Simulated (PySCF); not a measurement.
# [Sm(NH2)3]−: other functionals and bases at one geometry

One table from this session's results is given with a row withheld; the runs are named, their logs left out.

Computed with PySCF 2.14.0. Level: several levels, as the steps say, no spin–orbit coupling.

1 further run of the same task is left out (for a known fault of the program).

### The system as given

10 atoms, charge -1, spin multiplicity 1.

Bond lengths: Sm1–N2 2.444 Å, Sm1–N5 2.444 Å, Sm1–N8 2.445 Å, N2–H3 1.025 Å, N2–H4 1.025 Å, N5–H6 1.025 Å, N5–H7 1.025 Å, N8–H9 1.025 Å, N8–H10 1.025 Å. Angles: N2–Sm1–N5 119.4°, N2–Sm1–N8 120.3°, N5–Sm1–N8 120.3°, Sm1–N2–H3 129.1°, Sm1–N2–H4 127.9°, H3–N2–H4 103.0°, Sm1–N5–H6 127.9°, Sm1–N5–H7 129.1°, H6–N5–H7 103.0°, Sm1–N8–H9 128.5°, Sm1–N8–H10 128.5°, H9–N8–H10 103.0°.

As a file:

```xyz
10

Sm   -0.00506   -0.00876   -0.00001
N     2.43044    0.00930    0.20191
H     3.07575   -0.78019    0.30926
H     3.05369    0.82249    0.24036
N    -1.20702    2.10977   -0.19965
H    -0.81439    3.05619   -0.23622
H    -2.21330    2.27404   -0.30766
N    -1.22736   -2.12589   -0.00227
H    -0.85351   -3.07842   -0.06334
H    -2.23925   -2.27852    0.05761
```

Formal oxidation states: Sm +2. Each metal's 6 4f electrons lie in its core potential, so multiplicities, spins and levels count the valence alone. An earlier session relaxed this geometry at PBE0, Sm lcecp-0-SVP with ECP52, N def2-SVP, H def2-SVP (singlet, point group C2).

At PBE0 on the finer grid: E = -196.437561 Eh, frontier levels not given, since the 4f levels lie in the core, Mulliken charge on Sm1 +0.42 e, largest force component 0.012 eV/Å. 

Levels to run: wB97X; BLYP; PBE0, TZVP. Hardware: 2 threads of AMD EPYC 7R43 (Zen 3), shared host.

Set-up of the first run:

Contents of run.py (the lines that set the calculation):

```python
mol = gto.M(atom='''
Sm    -0.00506    -0.00876    -0.00001
N      2.43044     0.00930     0.20191
H      3.07575    -0.78019     0.30926
H      3.05369     0.82249     0.24036
N     -1.20702     2.10977    -0.19965
H     -0.81439     3.05619    -0.23622
H     -2.21330     2.27404    -0.30766
N     -1.22736    -2.12589    -0.00227
H     -0.85351    -3.07842    -0.06334
H     -2.23925    -2.27852     0.05761''',
    basis={'Sm': 'lcecp-0-SVP', 'N': 'def2-SVP', 'H': 'def2-SVP'},
    ecp={'Sm': 'lcecp-0-SVP'},
    charge=-1, spin=0)
mf = dft.RKS(mol, xc='WB97X')
mf.grids.atom_grid = (75, 302)  # f atoms: unpruned, at least (60, 302)
mf = mf.density_fit()  # fitting sets: Sm AutoAux, N def2-universal-JKFIT, H def2-universal-JKFIT
mf.conv_tol = 1e-08; mf.max_cycle = 55
mf.kernel(dm0)  # dm0: the density of the relaxed state
```

Run with:

```console
$ OMP_NUM_THREADS=2 python run.py
```

Steps of the session up to this table: wB97X; BLYP; PBE0, TZVP.

One of the session's tables, all rows but one given; the rest of the session is left out.

| level | charge on Sm1 (e) | largest force component (eV/Å) |
| --- | --- | --- |
| PBE0 (relaxed here) | 0.42 | 0.01 |
| wB97X | 0.45 | 0.12 |
| BLYP | ? | ? |
| PBE0, TZVP | 1.09 | 0.50 |

Q: Estimate the row for BLYP from the others.

As computed: charge on Sm1 (e): 0.17; largest force component (eV/Å): 0.49. In the column «charge on Sm1 (e)» it is the lowest.

The largest leftover force, 0.50 eV/Å with PBE0, TZVP, stands at a geometry relaxed at another level. With 4f in the core, its levels are missing from HOMO and gap, and its count is fixed, so no charge can pass from the ligands into it. Total energies of different levels can't be compared.
